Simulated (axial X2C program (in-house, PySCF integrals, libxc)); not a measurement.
# TcP: from the state search to constants

What are the state, bond length, wavenumber and bond energy of TcP, and what does spin–orbit coupling change?

The runs use an in-house X2C program for linear molecules on PySCF integrals; all-electron X2C, Tc dyall-cv3z, P dyall-v3z.

All values are calculated.

## 1. The job

The input, task.json:

```json
{
 "zs": [
  43,
  15
 ],
 "q": 0,
 "bas": [
  "dyall-cv3z",
  "dyall-v3z"
 ],
 "levels": [
  "PBE0",
  "HF",
  "B97-3",
  "BLYP",
  "TPSS"
 ],
 "cc": true,
 "r0": 2.22,
 "thr": -2.0,
 "nmax": 140
}
```

Keys: zs atomic numbers; q charge; bas basis sets; levels methods (HF also brings MP2); cc coupled cluster on or off; r0 starting distance in Å; thr threshold in hartree for freezing inner shells (an s shell follows its p shell); nmax most natural virtual spinors.

On the command line:

```console
python so2c.py task.json out
```

Spin-free means the one-electron spin-free X2C Hamiltonian; two-component (2c) means X2C with spin–orbit coupling and atomic mean-field two-electron Coulomb and Gaunt terms. Basis: Tc dyall-cv3z contracted to [12s12p8d5f3g], P dyall-v3z contracted to [8s7p2d1f]; Gaussian nuclei, density fitting. Masses: Tc 98.907 u, P 30.974 u.

Notation: σ, π±, δ± give the projection m of an orbital's angular momentum (0, ±1, ±2), α and β its spin, Λ and M_S the sums; ω is the projection of a spinor's total angular momentum and Ω the sum. Logs are in hartree.

The results follow Hamiltonian by Hamiltonian and level by level.

## 2. State search with PBE0

PBE0 moves the distance from 2.220 Å to 2.107 Å and compares determinants there.

Spin-free determinants:

| ΔE (eV) | state | open shells |
| --- | --- | --- |
| 0.00 | M_S = 2, Λ = 1 | beyond closed shells: σα, π+α, δ+α, δ-α |
| 0.21 | M_S = 1, Λ = 0 | beyond closed shells: δ+α, δ-α |
| 0.42 | M_S = 1, Λ = 2 | beyond closed shells: σα, δ+α, δ+β, δ-α |
| 0.53 | M_S = 1, Λ = 1 | beyond closed shells: σα, π+β, δ+α, δ-α |
| 1.23 | M_S = 2, Λ = 0 | beyond closed shells: 2 × σα, δ+α, δ-α |
| 1.27 | M_S = 1, Λ = 1 | beyond closed shells: σβ, π+α, δ+α, δ-α |
| 1.27 | M_S = 3, Λ = 1 | beyond closed shells: σα, 2 × π+α, π+β, 2 × π-α, δ+α, δ-α |

Two-component determinants:

| ΔE (eV) | state | open shells |
| --- | --- | --- |
| 0.00 | Ω = 1 | excess of +ω over −ω: ω = -3/2, ω = 5/2 |
| 0.07 | Ω = 3 | excess of +ω over −ω: ω = 1/2, ω = 5/2 |
| 0.52 | Ω = 2 | excess of +ω over −ω: 2 × ω = 1/2, ω = -3/2, ω = 5/2 |
| 0.54 | Ω = 1 | excess of +ω over −ω: ω = -1/2, ω = 3/2 |
| 0.61 | Ω = 0 | excess of +ω over −ω: ω = -1/2, 2 × ω = 3/2, ω = -5/2 |
| 0.98 | Ω = 2 | excess of +ω over −ω: ω = -1/2, ω = 5/2 |
| 1.16 | Ω = 2 | excess of +ω over −ω: ω = 1/2, ω = 3/2 |

## 3. PBE0, spin-free

State followed: M_S = 2, Λ = 1 (beyond closed shells: σα, π+α, δ+α, δ-α). The scan is laid around 2.107 Å, a first estimate of the minimum, and this SCF restarts from the orbitals of the search.

Output at 2.107 Å:

```text
spin-free X2C-1e  PBE0
basis functions 196  fitting functions 963  grid points 5081
iter        total energy     max residual
   1      -4627.094948145     1.85e-05
   2      -4627.094948161     1.62e-05
   3      -4627.094948162     1.96e-05
converged
one-electron -6704.91542050  Coulomb 2068.45453415  exact exchange -37.52485046  xc functional -115.10223510  nuclear repulsion 161.99302375
```

Along the bond, energies from the lowest point:

| R (Å) | E (eV) | μ (D) | HOMO (eV) | LUMO (eV) | iterations |
| --- | --- | --- | --- | --- | --- |
| 1.833 | 1.1803 | -2.34 | -4.59 | -2.82 | 15 |
| 1.917 | 0.4784 | -2.69 | -4.71 | -2.93 | 15 |
| 1.981 | 0.1848 | -2.93 | -4.78 | -3.00 | 15 |
| 2.044 | 0.0378 | -3.16 | -4.85 | -3.05 | 15 |
| 2.107 | 0.0000 | -3.38 | -4.90 | -3.09 | 3 |
| 2.181 | 0.0548 | -3.62 | -4.94 | -3.10 | 15 |
| 2.255 | 0.1842 | -3.84 | -4.96 | -3.10 | 14 |
| 2.349 | 0.4208 | -4.10 | -4.96 | -3.06 | 14 |
| 2.465 | 0.7711 | -4.35 | -4.94 | -3.00 | 14 |
| 2.634 | 1.3210 | -4.60 | -4.88 | -2.90 | 15 |
| 2.865 | 2.0412 | -4.91 | -4.76 | -2.89 | 14 |
| 3.160 | 2.8144 | -5.49 | -4.57 | -3.15 | 16 |

Dipoles are positive if P is the positive end.

Outer orbitals at the reference distance:

```
symmetry  occupied  ε (eV)             atomic character
      σβ       yes  -15.13  63% P s, 14% Tc d, 12% Tc p
      σα       yes  -14.93  62% P s, 16% Tc d, 11% Tc p
     π+α       yes   -8.72            81% Tc d, 16% P p
      σα       yes   -8.44    65% Tc d, 23% P p, 7% P s
     π-α       yes   -8.36    82% Tc d, 14% P p, 2% P d
     δ+α       yes   -8.33                    100% Tc d
     δ-α       yes   -8.29                    100% Tc d
      σβ       yes   -7.29    58% P p, 29% Tc d, 6% P s
     π+β       yes   -6.85   46% P p, 45% Tc d, 4% Tc p
     π-β       yes   -6.85   46% P p, 45% Tc d, 4% Tc p
      σα       yes   -6.28   52% Tc s, 35% P p, 8% Tc d
     π+α       yes   -4.90  56% P p, 21% Tc p, 16% Tc d
     π-α        no   -3.09  53% P p, 28% Tc p, 14% Tc d
      σβ        no   -2.48  51% Tc s, 34% Tc d, 11% P p
      σα        no   -2.01  45% Tc p, 25% P p, 20% Tc s
     δ-β        no   -2.00                     99% Tc d
```

PBE0 fields in the half plane through the axis: z from -2.4 to 4.5 Å across, distance from the axis 0.15 to 2.25 Å upwards; Tc lies at z = 0 and P at z = 2.107 Å; the ELF is damped to zero where the density is low.

log10 density (e/bohr³). Ten even steps from '0' (-4.42 ) to '9' (1.69 ):
```
001112222222222222111000
011222233333333332221100
112223333333333333322110
112233444444444444332211
122334455544445544433221
122344566655555555443321
123345677765556665544321
123345689866557975544321
```

ELF. Ten even steps from ' ' (0.00 ) to '@' (0.92 ):
```
      ..::--------::::................          
    ..::--====----------------------::..        
    ..::--====----------==++++******++==::..    
    ..::----==----::--==**######%%%%##**==::    
    ..::::----====--::==**%%%%%%@@@@@@%%**==..  
      ..::--++**##**====##%%**++##@@@@@@%%++::  
      ....==####==##**==##++  ::  **@@@@%%**--..
        ..++%%::**::##==##..%%**%%..@@@@@@##==..
```

Re = 2.102 Å, ωe = 484 cm⁻¹, ωexe = 1.81 cm⁻¹, Be = 0.1617 cm⁻¹, De = 3.14 eV, μ = -3.37 D.

## 4. HF, spin-free

The SCF at the reference distance of 2.107 Å:

```text
spin-free X2C-1e  HF
basis functions 196  fitting functions 963  grid points 5081
iter        total energy     max residual
   1      -4624.567264458     3.06e-01
   2      -4624.601456980     2.06e-02
   3      -4624.609557684     1.70e-02
   4      -4624.614950528     1.24e-02
   5      -4624.621843607     7.10e-03
   6      -4624.627030288     3.14e-03
   7      -4624.628342541     2.41e-03
   8      -4624.629140876     1.88e-03
   9      -4624.629861430     8.46e-04
  10      -4624.629948366     4.51e-04
  11      -4624.629974123     2.58e-04
  12      -4624.629983454     1.79e-04
  13      -4624.629989907     9.50e-05
  14      -4624.629992133     4.38e-05
  15      -4624.629992455     1.77e-05
  16      -4624.629992502     4.15e-06
  17      -4624.629992503     1.84e-06
converged
one-electron -6701.96442834  Coulomb 2065.63457807  exact exchange -150.29316599  xc functional 0.00000000  nuclear repulsion 161.99302375
```

Re = 2.428 Å, ωe = 275.5 cm⁻¹, Be = 0.1213 cm⁻¹, De = 1.07 eV, μ = -3.76 D. ⟨S²⟩ = 7.59 against 6.00 for a pure state, so this determinant mixes spins.

## 5. B97-3, spin-free

Output at 2.107 Å:

```text
spin-free X2C-1e  B97-3
basis functions 196  fitting functions 963  grid points 5081
iter        total energy     max residual
   1      -4627.191922347     3.56e-02
   2      -4627.192859058     2.75e-03
   3      -4627.191823859     7.72e-03
   4      -4627.192869460     3.42e-03
   5      -4627.193081863     4.13e-04
   6      -4627.193103836     5.09e-04
   7      -4627.193114692     3.20e-04
   8      -4627.193120220     8.41e-05
   9      -4627.193120616     3.06e-05
  10      -4627.193120691     1.05e-05
  11      -4627.193120706     3.46e-06
  12      -4627.193120707     1.82e-06
converged
one-electron -6705.32143606  Coulomb 2068.86876867  exact exchange -40.42049124  xc functional -112.31298583  nuclear repulsion 161.99302375
```

No constants are quoted: the points don't follow one smooth fit.

## 6. BLYP, spin-free

Output at 2.107 Å:

```text
spin-free X2C-1e  BLYP
basis functions 196  fitting functions 963  grid points 5081
iter        total energy     max residual
   1      -4627.709821081     1.10e-01
   2      -4627.717611032     1.26e-02
   3      -4627.635308639     6.78e-02
   4      -4627.719107953     7.13e-03
   5      -4627.720494733     2.76e-03
   6      -4627.720632438     1.04e-03
   7      -4627.720651114     6.72e-04
   8      -4627.720659166     2.06e-04
   9      -4627.720660271     2.36e-05
  10      -4627.720660280     1.62e-05
  11      -4627.720660285     6.45e-07
  12      -4627.720660285     7.08e-07
converged
one-electron -6704.91798448  Coulomb 2068.42346515  exact exchange 0.00000000  xc functional -153.21916470  nuclear repulsion 161.99302375
```

Re = 2.123 Å, ωe = 491 cm⁻¹, ωexe = 1.71 cm⁻¹, Be = 0.1585 cm⁻¹, De = 3.66 eV, μ = -2.72 D.

## 7. TPSS, spin-free

Output at 2.107 Å:

```text
spin-free X2C-1e  TPSS
basis functions 196  fitting functions 963  grid points 5081
iter        total energy     max residual
   1      -4627.413794863     1.45e-01
   2      -4627.417271031     6.92e-03
   3      -4627.416582089     7.26e-03
   4      -4627.414362533     1.35e-02
   5      -4627.417643371     3.12e-03
   6      -4627.417813308     1.22e-03
   7      -4627.417848377     1.36e-04
   8      -4627.417850156     9.50e-05
   9      -4627.417850340     2.45e-05
  10      -4627.417850351     5.08e-06
  11      -4627.417850351     1.58e-06
converged
one-electron -6704.57866682  Coulomb 2068.08543969  exact exchange 0.00000000  xc functional -152.91764697  nuclear repulsion 161.99302375
```

Re = 2.107 Å, ωe = 507 cm⁻¹, ωexe = 1.82 cm⁻¹, Be = 0.1609 cm⁻¹, De = 3.66 eV, μ = -3.04 D.

## 8. Correlated methods, spin-free

Correlated methods: 12 electrons correlated (frozen shells, counted by type: Tc 4 s, 3 p, 1 d; P 2 s, 1 p), 252 virtual spinors in MP2, 140 natural virtuals in coupled cluster.

Output of the correlated part at 2.107 Å:

```text
correlated 12  virtual 252  natural virtual 140  E(MP2) -0.282642362  MP2 remainder -0.003156153
iter   CCSD correlation   residual
   1     -0.284455957   1.77e-01
   2     -0.296220174   1.05e-01
   3     -0.306790526   7.14e-02
   4     -0.312645713   4.33e-02
   5     -0.315982795   2.29e-02
   6     -0.316558601   1.07e-02
   7     -0.316947827   5.90e-03
   8     -0.316966552   3.05e-03
   9     -0.316979686   1.44e-03
  10     -0.317014584   5.60e-04
  11     -0.317006874   2.72e-04
  12     -0.317013742   1.51e-04
  13     -0.317009471   8.90e-05
  14     -0.317007212   4.63e-05
  15     -0.317006164   2.23e-05
  16     -0.317005869   1.06e-05
  17     -0.317005875   5.63e-06
(T) -0.023100460  T1 0.1241  D1 0.2130  max T2 0.071
```

T1 in the output is the amplitude norm over the root of the electron number; divide by √2 for the Lee–Taylor value.

MP2: No constants are quoted: the reference is strongly spin-contaminated.

CCSD: Re = 2.121 Å, ωe = 469 cm⁻¹, Be = 0.1589 cm⁻¹, De = 2.58 eV. T1 at Re = 0.088 (Lee–Taylor, the printed value over √2).

CCSD(T): Re = 2.112 Å, ωe = 490 cm⁻¹, Be = 0.1603 cm⁻¹, De = 2.94 eV. T1 at Re = 0.088 (Lee–Taylor, the printed value over √2).

## 9. A higher determinant, spin-free

State: M_S = 1, Λ = 0 (beyond closed shells: δ+α, δ-α).

Output at the reference distance:

```text
spin-free X2C-1e  PBE0
basis functions 196  fitting functions 963  grid points 5081
iter        total energy     max residual
   1      -4627.087387111     3.67e-06
   2      -4627.087387113     4.07e-06
   3      -4627.087387114     3.08e-06
converged
one-electron -6704.54485556  Coulomb 2068.04699438  exact exchange -37.51355232  xc functional -115.06899736  nuclear repulsion 161.99302375
```

| R (Å) | E above the lowest PBE0 point (eV) |
| --- | --- |
| 1.833 | 1.115 |
| 1.917 | 0.533 |
| 1.981 | 0.313 |
| 2.044 | 0.217 |
| 2.107 | 0.206 |
| 2.181 | 0.262 |
| 2.255 | 0.367 |
| 2.349 | 0.545 |
| 2.465 | 0.797 |

Re = 2.085 Å, ωe = 429 cm⁻¹, ωexe = 2.39 cm⁻¹, Be = 0.1643 cm⁻¹, μ = -2.12 D. ⟨S²⟩ = 2.69 against 2.00 for a pure state, so this determinant mixes spins. Te = 0.20 eV.

State: M_S = 1, Λ = 2 (beyond closed shells: σα, δ+α, δ+β, δ-α).

Output at the reference distance:

```text
spin-free X2C-1e  PBE0
basis functions 196  fitting functions 963  grid points 5081
iter        total energy     max residual
   1      -4627.079553982     3.76e-05
   2      -4627.079553998     6.41e-05
   3      -4627.079554080     2.81e-05
   4      -4627.079554109     2.19e-05
   5      -4627.079554151     1.02e-05
   6      -4627.079554171     5.84e-06
   7      -4627.079554173     2.15e-06
converged
one-electron -6706.48714889  Coulomb 2070.03129766  exact exchange -37.51749434  xc functional -115.09923235  nuclear repulsion 161.99302375
```

| R (Å) | E above the lowest PBE0 point (eV) |
| --- | --- |
| 1.833 | 1.195 |
| 1.917 | 0.646 |
| 1.981 | 0.458 |
| 2.044 | 0.398 |
| 2.107 | 0.419 |
| 2.181 | 0.505 |
| 2.255 | 0.629 |
| 2.349 | 0.820 |
| 2.465 | 1.074 |

Re = 2.055 Å, ωe = 461 cm⁻¹, ωexe = 4.37 cm⁻¹, Be = 0.1693 cm⁻¹, μ = -2.64 D. ⟨S²⟩ = 2.38 against 2.00 for a pure state, so this determinant mixes spins. Te = 0.40 eV.

## 10. The spin-free curves together

Energy (eV) of the followed determinant, spin-free, from each level's lowest point:

| R (Å) | PBE0 | HF | MP2 (spin-contaminated) | CCSD | CCSD(T) | B97-3 | BLYP | TPSS |
| --- | --- | --- | --- | --- | --- | --- | --- | --- |
| 1.833 | 1.180 | 2.654 | 0.639 | n/a | n/a | 1.164 | 1.396 | 1.297 |
| 1.917 | 0.478 | 1.691 | 0.212 | 0.543 | 0.524 | 0.471 | 0.611 | 0.543 |
| 1.981 | 0.185 | 1.169 | 0.055 | 0.231 | 0.216 | 0.181 | 0.264 | 0.219 |
| 2.044 | 0.038 | 0.779 | 0.000 | 0.061 | 0.052 | 0.036 | 0.072 | 0.050 |
| 2.107 | 0.000 | 0.494 | 0.020 | 0.000 | 0.000 | 0.000 | 0.000 | 0.000 |
| 2.181 | 0.055 | 0.264 | 0.107 | 0.029 | 0.044 | 0.055 | 0.029 | 0.053 |
| 2.255 | 0.184 | 0.116 | 0.232 | 0.135 | 0.170 | 0.162 | 0.145 | 0.193 |
| 2.349 | 0.421 | 0.018 | 0.421 | 0.333 | 0.398 | 0.377 | 0.378 | 0.452 |
| 2.465 | 0.771 | 0.000 | 0.673 | n/a | n/a | 0.705 | 0.736 | 0.835 |
| 2.634 | 1.321 | 0.109 | 1.058 | n/a | n/a | 1.236 | 1.304 | 1.431 |
| 2.865 | 2.041 | 0.402 | 1.596 | n/a | n/a | 1.948 | 2.051 | 2.207 |
| 3.160 | 2.814 | n/a | n/a | n/a | n/a | 2.703 | 2.849 | 3.027 |

## 11. PBE0, 2c

State followed: Ω = 1 (excess of +ω over −ω: ω = -3/2, ω = 5/2). The scan is laid around 2.107 Å, a first estimate of the minimum, and this SCF restarts from the orbitals of the search.

Output at 2.107 Å:

```text
two-component X2C + atomic mean field  PBE0
basis functions 196  fitting functions 963  grid points 5081
iter        total energy     max residual
   1      -4625.329502211     7.09e-06
   2      -4625.329502203     2.23e-05
   3      -4625.329502214     2.05e-06
   4      -4625.329502215     1.68e-06
converged
one-electron -6700.14997464  Coulomb 2067.48781999  exact exchange -37.50513259  xc functional -115.04372963  nuclear repulsion 161.99302375  atomic mean-field constant -2.11150910
```

Along the bond, energies from the lowest point:

| R (Å) | E (eV) | μ (D) | HOMO (eV) | LUMO (eV) | iterations |
| --- | --- | --- | --- | --- | --- |
| 1.833 | 1.1721 | -2.31 | -4.64 | -2.78 | 19 |
| 1.917 | 0.4726 | -2.67 | -4.75 | -2.89 | 16 |
| 1.981 | 0.1807 | -2.91 | -4.82 | -2.96 | 15 |
| 2.044 | 0.0357 | -3.14 | -4.88 | -3.01 | 15 |
| 2.107 | 0.0000 | -3.36 | -4.93 | -3.05 | 4 |
| 2.181 | 0.0574 | -3.61 | -4.97 | -3.07 | 15 |
| 2.255 | 0.1892 | -3.83 | -4.99 | -3.06 | 14 |
| 2.349 | 0.4285 | -4.08 | -4.99 | -3.03 | 14 |
| 2.465 | 0.7814 | -4.33 | -4.96 | -2.97 | 14 |
| 2.634 | 1.3341 | -4.59 | -4.90 | -2.88 | 16 |
| 2.865 | 2.0568 | -4.89 | -4.78 | -2.90 | 15 |
| 3.160 | 2.8316 | -5.47 | -4.59 | -3.20 | 17 |

Dipoles are positive if P is the positive end.

Outer spinors at the reference distance:

```tsv
ω	occupied	ε (eV)	atomic character	λ mixture
-1/2	yes	-15.13	63% P s, 14% Tc d, 12% Tc p	100% σ
1/2	yes	-14.93	62% P s, 16% Tc d, 11% Tc p	100% σ
-1/2	yes	-8.76	81% Tc d, 16% P p	100% π
1/2	yes	-8.44	65% Tc d, 22% P p, 7% P s	100% σ
-3/2	yes	-8.43	100% Tc d	100% δ
3/2	yes	-8.31	82% Tc d, 15% P p, 2% P d	100% π
5/2	yes	-8.18	100% Tc d	100% δ
-1/2	yes	-7.28	58% P p, 29% Tc d, 6% P s	100% σ
1/2	yes	-6.88	46% P p, 45% Tc d, 4% Tc p	100% π
-3/2	yes	-6.82	47% P p, 45% Tc d, 4% Tc p	100% π
1/2	yes	-6.27	52% Tc s, 35% P p, 9% Tc d	100% σ
-1/2	yes	-4.93	56% P p, 21% Tc p, 16% Tc d	100% π
3/2	no	-3.05	53% P p, 27% Tc p, 15% Tc d	100% π
-1/2	no	-2.48	51% Tc s, 34% Tc d, 11% P p	100% σ
3/2	no	-2.09	99% Tc d	100% δ
1/2	no	-2.03	38% Tc p, 26% P p, 16% Tc d	78% σ, 22% π
```

PBE0 fields in the half plane through the axis: z from -2.4 to 4.5 Å across, distance from the axis 0.15 to 2.25 Å upwards; Tc lies at z = 0 and P at z = 2.107 Å; the ELF is damped to zero where the density is low.

log10 density (e/bohr³). Ten even steps from '0' (-4.42 ) to '9' (1.69 ):
```
001112222222222222111000
011222233333333332221100
112223333333333333322110
112233444444444444332211
122334455544445544433221
122344566655555555443321
123345677765556665544321
123345689866557975544321
```

ELF. Ten even steps from ' ' (0.00 ) to '@' (0.92 ):
```
      ..::--------::::::..............          
    ..::--====----------------------::..        
    ..::--====----------==++++******++==::..    
    ..::----==----::--==**######%%%%##**==::    
    ..::::----====--::==**%%%%%%@@@@@@%%**==..  
      ..::--++**##**====##%%**++##@@@@@@%%**--  
      ....==####==##**==##++  ::  **@@@@%%##--..
        ..++%%::**::##==##..%%**%%..@@@@@@##==..
```

Re = 2.100 Å, ωe = 486 cm⁻¹, ωexe = 1.84 cm⁻¹, Be = 0.162 cm⁻¹, De = 3.17 eV, μ = -3.34 D.

## 12. HF, 2c

The SCF at the reference distance of 2.107 Å:

```text
two-component X2C + atomic mean field  HF
basis functions 196  fitting functions 963  grid points 5081
iter        total energy     max residual
   1      -4622.801170357     3.06e-01
   2      -4622.835315715     2.05e-02
   3      -4622.843377424     1.72e-02
   4      -4622.848811616     1.24e-02
   5      -4622.855722875     7.20e-03
   6      -4622.861012366     3.12e-03
   7      -4622.862344192     2.37e-03
   8      -4622.863143928     1.86e-03
   9      -4622.863876056     8.63e-04
  10      -4622.863961728     4.41e-04
  11      -4622.863986215     2.48e-04
  12      -4622.863995190     1.77e-04
  13      -4622.864001733     9.85e-05
  14      -4622.864004226     4.78e-05
  15      -4622.864004625     2.18e-05
  16      -4622.864004688     5.57e-06
  17      -4622.864004693     3.93e-06
  18      -4622.864004694     3.29e-06
  19      -4622.864004696     2.33e-06
converged
one-electron -6697.19003934  Coulomb 2064.65869777  exact exchange -150.21417778  xc functional 0.00000000  nuclear repulsion 161.99302375  atomic mean-field constant -2.11150910
```

Re = 2.425 Å, ωe = 275.7 cm⁻¹, Be = 0.1215 cm⁻¹, De = 1.01 eV, μ = -3.73 D.

## 13. B97-3, 2c

Output at 2.107 Å:

```text
two-component X2C + atomic mean field  B97-3
basis functions 196  fitting functions 963  grid points 5081
iter        total energy     max residual
   1      -4625.426895953     3.58e-02
   2      -4625.428062254     2.74e-03
   3      -4625.428007448     7.46e-03
   4      -4625.430240198     3.61e-03
   5      -4625.431092901     2.86e-03
   6      -4625.430966042     2.95e-03
   7      -4625.430858471     2.98e-03
   8      -4625.431748220     3.07e-03
   9      -4625.431794435     3.28e-03
  10      -4625.431796433     3.20e-03
  11      -4625.431963079     3.02e-03
  12      -4625.432296043     2.67e-03
  13      -4625.432651701     2.05e-03
  14      -4625.432842069     1.41e-03
  15      -4625.432856436     1.01e-03
  16      -4625.432918464     4.06e-04
  17      -4625.432929890     2.19e-04
  18      -4625.432934339     3.88e-05
  19      -4625.432934530     1.51e-05
  20      -4625.432934543     7.09e-06
  21      -4625.432934547     4.05e-06
  22      -4625.432934548     3.82e-06
converged
one-electron -6700.24808482  Coulomb 2067.57273362  exact exchange -40.39136380  xc functional -112.24773420  nuclear repulsion 161.99302375  atomic mean-field constant -2.11150910
```

No constants are quoted: the solution changes its character somewhere along the scan, so the fit is set aside.

## 14. BLYP, 2c

The SCF at the reference distance of 2.107 Å:

```text
two-component X2C + atomic mean field  BLYP
basis functions 196  fitting functions 963  grid points 5081
iter        total energy     max residual
   1      -4625.944258681     1.10e-01
   2      -4625.949189490     1.71e-02
   3      -4625.714152515     1.11e-01
   4      -4625.953707999     8.84e-03
   5      -4625.953286176     1.09e-02
   6      -4625.955212790     6.74e-03
   7      -4625.952497245     1.40e-02
   8      -4625.952162648     1.44e-02
   9      -4625.954931513     1.07e-02
  10      -4625.956185662     8.44e-03
  11      -4625.956542002     7.62e-03
  12      -4625.956754581     7.12e-03
  13      -4625.956087445     8.68e-03
  14      -4625.957682953     4.22e-03
  15      -4625.958136667     4.29e-04
  16      -4625.958140540     2.86e-04
  17      -4625.958143059     2.14e-05
  18      -4625.958143079     7.69e-06
  19      -4625.958143081     2.80e-06
  20      -4625.958143082     5.11e-07
converged
one-electron -6699.39771136  Coulomb 2066.63013831  exact exchange 0.00000000  xc functional -153.07208469  nuclear repulsion 161.99302375  atomic mean-field constant -2.11150910
```

No constants are quoted: the solution changes its character somewhere along the scan, so the fit is set aside.

## 15. TPSS, 2c

The SCF at the reference distance of 2.107 Å:

```text
two-component X2C + atomic mean field  TPSS
basis functions 196  fitting functions 963  grid points 5081
iter        total energy     max residual
   1      -4625.647144586     1.44e-01
   2      -4625.650622421     6.97e-03
   3      -4625.649759010     7.92e-03
   4      -4625.647296838     1.43e-02
   5      -4625.651006702     3.04e-03
   6      -4625.651163855     1.22e-03
   7      -4625.651199237     1.31e-04
   8      -4625.651201108     9.42e-05
   9      -4625.651201292     2.49e-05
  10      -4625.651201302     5.70e-06
  11      -4625.651201303     1.74e-06
converged
one-electron -6699.81032989  Coulomb 2067.11577775  exact exchange 0.00000000  xc functional -152.83816382  nuclear repulsion 161.99302375  atomic mean-field constant -2.11150910
```

No constants are quoted: the solution changes its character somewhere along the scan, so the fit is set aside.

[end of part 1 of 2]
